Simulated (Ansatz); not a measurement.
# CH4ClOSi, SMILES C[SiH]([O])Cl: a rigid torsion scan

Computed with Ansatz 0.2.0, Python API.

Script `torsion_ch4closi.py`:
```python
# -*- coding: utf-8 -*-
import ansatz as az
from ase import Atoms

atoms = Atoms(['C', 'Si', 'O', 'Cl', 'H', 'H', 'H', 'H'], positions=[
    (-0.2181, 0.9316, 0.0313),
    (0.2603, -0.8101, -0.1253),
    (1.8363, -0.9742, 0.4444),
    (-0.9464, -1.9995, 1.0062),
    (-0.2226, 1.2831, 1.0651),
    (0.4136, 1.6299, -0.583),
    (-1.2774, 1.0869, -0.3536),
    (0.2463, -1.2048, -1.5407),
])

first = (
    az.Crystal.molecule_from_ase(atoms).calculation()
    .basis(gaussian='def2-SVP')
    .spin('collinear', total=1)
    .functional('pbe0')
    .relax(force_tolerance=0.02, max_steps=80)
)
atoms.positions = first.run().report['positions_ang']

start = atoms.get_dihedral(2, 1, 0, 4)
energies = {}
for turn in range(0, 121, 15):
    turned = atoms.copy()
    turned.set_dihedral(2, 1, 0, 4, start + turn, indices=[0, 4, 5, 6])
    base = (
        az.Crystal.molecule_from_ase(turned).calculation()
        .basis(gaussian='def2-SVP')
        .correlation('MP2')
        .spin('collinear', total=1)
    )
    energies[round((start + turn) % 360)] = base.run().report['free_energy_ev']
floor = min(energies.values())
print('dihedral O2-Si1-C0-H4 (deg)   E - E(min) (eV)')
for angle, e in sorted(energies.items()):
    print(f'{angle:8d} {(e - floor):14.3f}  ' + '#' * int(30 * (e - floor) / max(max(energies.values()) - floor, 1e-9)))
```

Output of `python torsion_ch4closi.py`:
```text
dihedral O2-Si1-C0-H4 (deg)   E - E(min) (eV)
      14          0.056  ##########################
      29          0.034  ###############
      44          0.011  #####
      59          0.001
     299          0.000
     314          0.008  ###
     329          0.030  ##############
     344          0.054  ########################
     359          0.065  ##############################
```

Reading the output:
- The scan is rigid and the energies are electronic, in a modest basis. With rigid groups the curve can differ much from the relaxed path, the start wasn't checked as a minimum of this torsion, and equivalent turns needn't return to the same energy.
- The species is open-shell (spin multiplicity 2).
- The start is relaxed with a density functional and scanned with the wavefunction method, so it isn't exactly that method's minimum.
- The whole script took 2.1 min on 1 thread of Arm Neoverse V1, on a shared host, peak memory 0.32 GiB.
